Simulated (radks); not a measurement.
# Valence configurations of Ni

One table from this session's results is given with a row withheld; the runs are named, their logs left out.

Method: non-relativistic Kohn-Sham, PBE, spin-polarised, spherical densities, point nucleus; open shells are filled with parallel spins first. Code: radks (a radial shooting solver on a logarithmic mesh, Libxc functionals) version 1.

### What is computed

* element: nickel (Z = 28)
* charge: 0
* electrons: 28
* configuration: [Ar] 3d8 4s2
* others tried: 3d8 4s1 4p1; 3d9 4s1; 3d8.5 4s1.5; 3d10; 3d8 4s1.5 4p0.5; 3d9 4s0.5 4p0.5; 3d7 4s2 4p1; 3d9 4p1; 3d7 4s1 4p2

Outer shells as boxes (Hund's rule):

Ni
```
[Ar] core
3d [↑↓][↑↓][↑↓][↑ ][↑ ]
4s [↑↓]
```

The first run:

Settings of this run:

```text
Z 28
configuration [Ar] 3d8 4s2
relativity non-relativistic
functional pbe,pbe
spin polarised
nucleus point
```

Run with:

```console
$ python run_ks.py task.json out
```

This one command runs every case of the session in turn.

Steps of the session up to this table: [Ar] 3d8 4s2.

One table of the session follows, with a row left open; its other results are not shown here.

It belongs to the step «[Ar] 3d8 4s2». Radial moments (bohr):

```
  level     <r>  outermost maximum (interpolated)  90 % within  nodes
  3s up  0.7491                             0.647         1.12      2
3s down  0.7507                             0.648         1.13      2
  3p up  0.7815                             0.650         1.21      1
3p down  0.7843                             0.651         1.21      1
  3d up  0.9887                             0.627         1.73      0
3d down   1.026                             0.631         1.82      0
  4s up       ?                                 ?            ?      ?
4s down   2.890                              2.30         4.46      3
```

**Question.** Estimate the row for 4s up.

As computed: <r>: 2.815; outermost maximum (interpolated): 2.25; 90 % within: 4.34; nodes: 3. In the column «<r>» it lies between 3d down (1.026) and 4s down (2.890).
